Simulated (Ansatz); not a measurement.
# ZnSe2: the cost of one run

Method: DFT r2SCAN, scalar-relativistic, plane waves, PAW, in Ansatz 0.2.0.

2 further runs of the same task are left out: 2 set aside as unsound or not needed.

## Step 1: The system as given

It takes space group Pa-3 (No. 205, cubic). Conventional cell: a = 6.307 Å, b = 6.307 Å, c = 6.307 Å, α = 90.00°, β = 90.00°, γ = 90.00°. Zn (site symmetry -3) is surrounded by 6 Se at 2.65 Å. Se (site symmetry 3) is surrounded by 1 Se at 2.37 Å and 3 Zn at 2.65 Å.

Coordinates:

```cif
data_structure
_symmetry_space_group_name_H-M 'P 1'
_symmetry_Int_Tables_number 1
_cell_length_a 6.3070
_cell_length_b 6.3070
_cell_length_c 6.3070
_cell_angle_alpha 90.000
_cell_angle_beta 90.000
_cell_angle_gamma 90.000
_cell_volume 250.88
loop_
_atom_site_label
_atom_site_type_symbol
_atom_site_fract_x
_atom_site_fract_y
_atom_site_fract_z
_atom_site_occupancy
Zn1 Zn 0.50000 0.50000 0.00000 1
Zn2 Zn 0.50000 0.00000 0.50000 1
Zn3 Zn 0.00000 0.50000 0.50000 1
Zn4 Zn 0.00000 0.00000 0.00000 1
Se1 Se 0.10831 0.89169 0.39169 1
Se2 Se 0.89169 0.39169 0.10831 1
Se3 Se 0.39169 0.10831 0.89169 1
Se4 Se 0.60831 0.60831 0.60831 1
Se5 Se 0.89169 0.10831 0.60831 1
Se6 Se 0.10831 0.60831 0.89169 1
Se7 Se 0.60831 0.89169 0.10831 1
Se8 Se 0.39169 0.39169 0.39169 1
```

It goes back to an entry of the Materials Project, which need not be the stable form.

This cell was relaxed beforehand with the same method: volume 20.91 Å³/atom, gap on the mesh 1.18 eV.

## Step 2: The unstrained reference

Input file input.yaml:

```yaml
crystal:
  lattice:
    - [6.306973922, 0.0, 0.0]
    - [0.0, 6.306973922, 0.0]
    - [0.0, 0.0, 6.306973922]
  atoms:
    - { symbol: Zn, position: [0.5, 0.5, 0.0] }
    - { symbol: Zn, position: [0.5, 0.0, 0.5] }
    - { symbol: Zn, position: [0.0, 0.5, 0.5] }
    - { symbol: Zn, position: [0.0, 0.0, 0.0] }
    - { symbol: Se, position: [0.1083085856, 0.8916914144, 0.3916914144] }
    - { symbol: Se, position: [0.8916914144, 0.3916914144, 0.1083085856] }
    - { symbol: Se, position: [0.3916914144, 0.1083085856, 0.8916914144] }
    - { symbol: Se, position: [0.6083085856, 0.6083085856, 0.6083085856] }
    - { symbol: Se, position: [0.8916914144, 0.1083085856, 0.6083085856] }
    - { symbol: Se, position: [0.1083085856, 0.6083085856, 0.8916914144] }
    - { symbol: Se, position: [0.6083085856, 0.8916914144, 0.1083085856] }
    - { symbol: Se, position: [0.3916914144, 0.3916914144, 0.3916914144] }
basis:
  ecutwfc: 500
kpoints:
  mp_grid: { grid: [4, 4, 4] }
hamiltonian:
  xc: r2scan
scf:
  occupations: { method: gaussian, width: 0.02 }
output:
  forces: true
  stress: true
  eigenvalues: true
```

Run with:

```
ansatz run input.yaml --threads 2 --pin off --max-ram 5120MiB --backend cpu --events-out ev --progress --plain --runs-dir out
```

Q: Estimate wall time and peak memory on 2 threads of AMD EPYC (Zen 3), shared host.

About 47 s, with a peak of 1.2 GiB.
